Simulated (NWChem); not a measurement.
**wB97X/def2-SVP (core potential) run of LiI (SMILES [Li][I])**

What is the electronic atomisation energy of LiI at wB97X/def2-SVP (core potential)? 

Program for the calculation: NWChem 7.3.0.

**1. The structure to begin with**

LiI has 2 atoms, charge 0, and is taken as a singlet. SMILES: `[Li][I]`. The bond length is the measured one.

Bond lengths: Li1–I2 2.392 Å.

**2. The energy at wB97X/def2-SVP (core potential)**

ili.nw

```
start ili
memory stack 880 mb heap 220 mb global 1100 mb

geometry units angstrom noautosym nocenter noautoz
  Li    0.000000    0.000000    0.000000
  I     0.000000    0.000000    2.391924
end

basis spherical bse
  * library def2-SVP
end

ecp bse
  I library def2-SVP
end

dft
  xc wb97x
  grid fine
  convergence energy 1e-08
  iterations 100
  mulliken
  print low
end

task dft
```

Command:

```
$ nwchem ili.nw > ili.out
```

Standard output:

```text
[...]
 d= 0,ls=0.0,diis     1   -305.3165330100 -3.22D+02  1.25D-02  1.13D-01     0.4
[...]
 d= 0,ls=0.0,diis     8   -305.3319311914 -1.76D-09  5.22D-07  3.95D-11     2.6
         Total DFT energy =     -305.331931191358
      One electron energy =     -562.808195390372
           Coulomb energy =      265.099681643416
    Exchange-Corr. energy =      -24.216040652739
 Nuclear repulsion energy =       16.592623208337
[...]
      Total Density - Mulliken Population Analysis
     ---------------------------------------------
    Atom       Charge   Shell Charges
 -----------   ------   -------------------------------------------------------
    1 Li   3     2.40   1.99  0.17 -0.02  0.08  0.18
    2 I   25    25.60   0.22  1.83  1.24  0.67  3.12  2.94  2.61  2.96  9.80  0.21
[...]
```

Wall time 3.3 s (1 thread of AMD EPYC 9R45 (Zen 5), shared host); peak memory 0.12 GiB.

**3. The I atom**

m1.nw

```
start m1
title "I wB97X"
memory total 2200 mb

geometry noautosym nocenter noautoz
I      0.000000     0.000000     0.000000
end

basis spherical bse
I library def2-SVP
end

ecp bse
I library def2-SVP
end

dft
xc wb97x
mult 2
grid fine
convergence energy 1e-08
maxiter 100
mulliken
noprint "final vectors analysis"
end

task dft energy
```

Run the same way, it converges to -297.71991 Eh (log not shown).

**4. The Li atom**

run.nw

```
start run
title "Li"
memory total 2200 mb
geometry units atomic noautosym nocenter noautoz
  Li     0.00000000     0.00000000     0.00000000
end
basis spherical bse
  * library def2-SVP
end
dft
  xc wb97x
  mult 2
  grid fine
  convergence energy 1e-08
  iterations 100
  mulliken
  print low
end
task dft
```

Run the same way, it converges to -7.47402 Eh (log not shown).

**5. Summary of results**

Level: wB97X/def2-SVP (core potential).

| quantity | value |
| --- | --- |
| molecule: total energy | -305.33193 Eh |
| I atom: total energy | -297.71991 Eh |
| I atom: ⟨S²⟩ | 0.752 |
| Li atom: total energy | -7.47402 Eh |
| Li atom: ⟨S²⟩ | 0.750 |
| electronic atomisation energy | 3.755 eV |

Taking the molecule apart into free atoms costs 3.76 eV (87 kcal/mol), before zero-point energy and without spin-orbit coupling.
